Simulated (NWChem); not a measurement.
**Si2H2Cl2F2 (SMILES F[SiH](Cl)[SiH](F)Cl) at 4 levels**

Wanted: a comparison of 4 runs (HF/STO-3G, HF/3-21G, B3LYP/6-31G*) of Si2H2Cl2F2. 

The results are computed with NWChem 7.3.0.

## 1. The molecule

The species is Si2H2Cl2F2 (8 atoms), meant as a singlet with charge 0. SMILES: `F[SiH](Cl)[SiH](F)Cl`. The shape is that of a PBE0-D4/def2-TZVP optimisation. This is one conformer, not always the lowest.

Bond lengths: F1–Si2 1.594 Å, Si2–Cl3 2.042 Å, Si2–Si4 2.348 Å, Si4–F5 1.594 Å, Si4–Cl6 2.042 Å, Si2–H7 1.479 Å, Si4–H8 1.479 Å. Some angles: F1–Si2–Cl3 108.5°, F1–Si2–Si4 108.2°, Cl3–Si2–Si4 108.5°, Si2–Si4–F5 108.2°, Si2–Si4–Cl6 108.5°, F5–Si4–Cl6 108.5°, F1–Si2–H7 108.2°, Cl3–Si2–H7 108.6°, Si4–Si2–H7 114.7°, Si2–Si4–H8 114.7°.

## 2. Energy and forces at HF/STO-3G (run 1)

cl2f2h2si2.nw

```
start cl2f2h2si2
memory total 2200 mb

geometry units angstrom noautosym nocenter noautoz
   F       -2.080300       0.903900       0.120900
   Si      -0.959000      -0.066000       0.706000
   Cl      -1.664400      -1.981400       0.646000
   Si       0.930200       0.074500      -0.681100
   F        2.051600      -0.895300      -0.096000
   Cl       1.635400       1.990100      -0.620800
   H       -0.719100       0.304700       2.117500
   H        0.690500      -0.296100      -2.092700
end

basis spherical bse
   F library STO-3G
   Si library STO-3G
   Cl library STO-3G
   H library STO-3G
end

scf
   thresh 1e-08
   maxiter 80
end

task scf gradient
```

The run is started by

```console
$ nwchem cl2f2h2si2.nw > cl2f2h2si2.out
```

Standard output:

```text
[...]
  functions       =    48
[...]
  wavefunction    = RHF
[...]
         Total SCF energy =  -1677.772590506655
      One-electron energy =  -3389.529728637131
      Two-electron energy =   1182.745771265113
 Nuclear repulsion energy =    529.011366865363
        Time for solution =      2.5s
[...]
                         RHF ENERGY GRADIENTS
    atom               coordinates                        gradient
                 x          y          z           x          y          z
   1 F      -3.931197   1.708123   0.228468    0.015809  -0.008744   0.005328
   2 Si     -1.812247  -0.124722   1.334147   -0.040861  -0.027924  -0.014855
   3 Cl     -3.145260  -3.744303   1.220763    0.009607   0.023573  -0.000460
   4 Si      1.757823   0.140785  -1.287092    0.040827   0.027871   0.014867
   5 F       3.876962  -1.691872  -0.181414   -0.015801   0.008738  -0.005325
   6 Cl      3.090458   3.760744  -1.173142   -0.009583  -0.023510   0.000463
   7 H      -1.358902   0.575800   4.001495    0.002983   0.009419   0.025608
   8 H       1.304856  -0.559548  -3.954630   -0.002979  -0.009423  -0.025627
[...]
```

Wall time 3.9 s (1 thread of AMD EPYC 9R14 (Zen 4), shared host); peak memory 0.099 GiB.

## 3. Energy and gradient at HF/3-21G (run 2)

cl2f2h2si2.nw

```
start cl2f2h2si2
title "Cl2F2H2Si2"
memory 2200 mb

geometry units angstrom noautosym nocenter noautoz
F       -2.080300       0.903900       0.120900
Si      -0.959000      -0.066000       0.706000
Cl      -1.664400      -1.981400       0.646000
Si       0.930200       0.074500      -0.681100
F        2.051600      -0.895300      -0.096000
Cl       1.635400       1.990100      -0.620800
H       -0.719100       0.304700       2.117500
H        0.690500      -0.296100      -2.092700
end

basis spherical bse
* library 3-21G
end

scf
thresh 1e-08
maxiter 80
end

task scf gradient
```

The run is started by

```console
$ nwchem cl2f2h2si2.nw > cl2f2h2si2.out
```

Standard output:

```text
[...]
  functions       =    74
[...]
  wavefunction    = RHF
[...]
         Total SCF energy =  -1688.539418429137
      One-electron energy =  -3395.676552448306
      Two-electron energy =   1178.125767153806
 Nuclear repulsion energy =    529.011366865363
        Time for solution =      3.2s
[...]
                         RHF ENERGY GRADIENTS
    atom               coordinates                        gradient
                 x          y          z           x          y          z
   1 F      -3.931197   1.708123   0.228468    0.021809  -0.019983   0.013117
   2 Si     -1.812247  -0.124722   1.334147   -0.036954  -0.023407  -0.016324
   3 Cl     -3.145260  -3.744303   1.220763    0.014863   0.042110   0.000736
   4 Si      1.757823   0.140785  -1.287092    0.036926   0.023367   0.016335
   5 F       3.876962  -1.691872  -0.181414   -0.021804   0.019977  -0.013113
   6 Cl      3.090458   3.760744  -1.173142   -0.014839  -0.042059  -0.000738
   7 H      -1.358902   0.575800   4.001495   -0.001140   0.002204   0.004760
   8 H       1.304856  -0.559548  -3.954630    0.001139  -0.002209  -0.004775
[...]
```

Wall time 4.8 s (1 thread of AMD EPYC 9R14 (Zen 4), shared host); peak memory 0.098 GiB.

Run 3 isn't shown in full; the table further down has it.

## 4. Energy and forces at B3LYP/6-31G(d) (Cartesian functions) (run 4)

test.xyz

```xyz
8

F     -2.080300     0.903900     0.120900
Si    -0.959000    -0.066000     0.706000
Cl    -1.664400    -1.981400     0.646000
Si     0.930200     0.074500    -0.681100
F      2.051600    -0.895300    -0.096000
Cl     1.635400     1.990100    -0.620800
H     -0.719100     0.304700     2.117500
H      0.690500    -0.296100    -2.092700
```

test.nw

```
START test
memory total 2200 mb
charge 0
GEOMETRY units angstroms noautosym nocenter noautoz
 load format xyz test.xyz
END
BASIS cartesian
 * library 6-31G*
END
DFT
 xc b3lyp
 grid fine
 convergence energy 1e-08
 maxiter 100
 mulliken
END
TASK dft gradient
```

The run is started by

```console
$ nwchem test.nw > test.out
```

Standard output:

```text
[...]
          Wavefunction type:  closed shell.
          No. of atoms     :     8
          No. of electrons :    82
[...]
          Charge           :     0
          Spin multiplicity:     1
[...]
          AO basis - number of functions:   110
[...]
              XC Information
              --------------
                         B3LYP Method XC Potential
                     Hartree-Fock (Exact) Exchange  0.200
                        Slater Exchange Functional  0.800 local
                    Becke 1988 Exchange Functional  0.720 non-local
              Lee-Yang-Parr Correlation Functional  0.810
                  VWN I RPA Correlation Functional  0.190 local
[...]
 d= 0,ls=0.0,diis     1  -1700.3517857422 -2.23D+03  1.90D-02  1.33D+00     3.1
[...]
 d= 0,ls=0.0,diis    10  -1700.4806702156 -8.21D-10  1.63D-07  5.06D-10    23.5
         Total DFT energy =    -1700.480670215640
      One electron energy =    -3407.800413350200
           Coulomb energy =     1298.573032780379
    Exchange-Corr. energy =     -120.264656511183
 Nuclear repulsion energy =      529.011366865364
[...]
      Total Density - Mulliken Population Analysis
     ---------------------------------------------
    Atom       Charge   Shell Charges
 -----------   ------   -------------------------------------------------------
    1 F    9     9.34   1.99  0.95  3.32  0.93  2.07  0.07
    2 Si  14    13.37   2.00  1.99  5.96  1.06  1.70  0.18  0.25  0.23
    3 Cl  17    17.23   2.00  1.99  5.97  1.46  3.65  0.55  1.63 -0.03
    4 Si  14    13.37   2.00  1.99  5.96  1.06  1.70  0.18  0.25  0.23
    5 F    9     9.34   1.99  0.95  3.32  0.93  2.07  0.07
    6 Cl  17    17.23   2.00  1.99  5.97  1.46  3.65  0.55  1.63 -0.03
    7 H    1     1.06   0.51  0.55
    8 H    1     1.06   0.51  0.55
[...]
  wavefunction    = closed shell
[...]
```

Run time: 31 s. Hardware: 1 thread of AMD EPYC 9R14 (Zen 4), shared host; peak memory 0.13 GiB.

## 5. All runs side by side

```csv
run,level,iteration cap,module,energy (Eh),dipole moment (D),HOMO energy (eV),LUMO energy (eV),wall time
1,HF/STO-3G,80,scf,-1677.772591,0.00,-9.15,7.27,3.9 s
2,HF/3-21G,80,scf,-1688.539418,0.00,-11.89,1.81,4.8 s
3,B3LYP/6-31G* (spherical functions),100,dft,-1700.468346,0.00,-8.27,-1.23,26 s
4,B3LYP/6-31G* (Cartesian functions),100,dft,-1700.480670,0.00,-8.27,-1.25,31 s
```

## 6. What came out

| quantity | value |
| --- | --- |
| run 4: total energy | -1700.48067 Eh |
| run 4: dipole moment | 0.00 D |
| run 4: HOMO energy | -8.27 eV |
| run 4: LUMO energy | -1.25 eV |
| run 4: HOMO–LUMO gap | 7.02 eV |
| run 4: largest force on an atom | 0.679 eV/Å |

What this shows: The HOMO–LUMO gap runs from 7.02 eV (B3LYP/6-31G*) to 16.42 eV (HF/STO-3G). The two ends differ in method and basis. In run 1 the basis is minimal, so the values are rough. All runs together took 66 s, the longest 31 s.
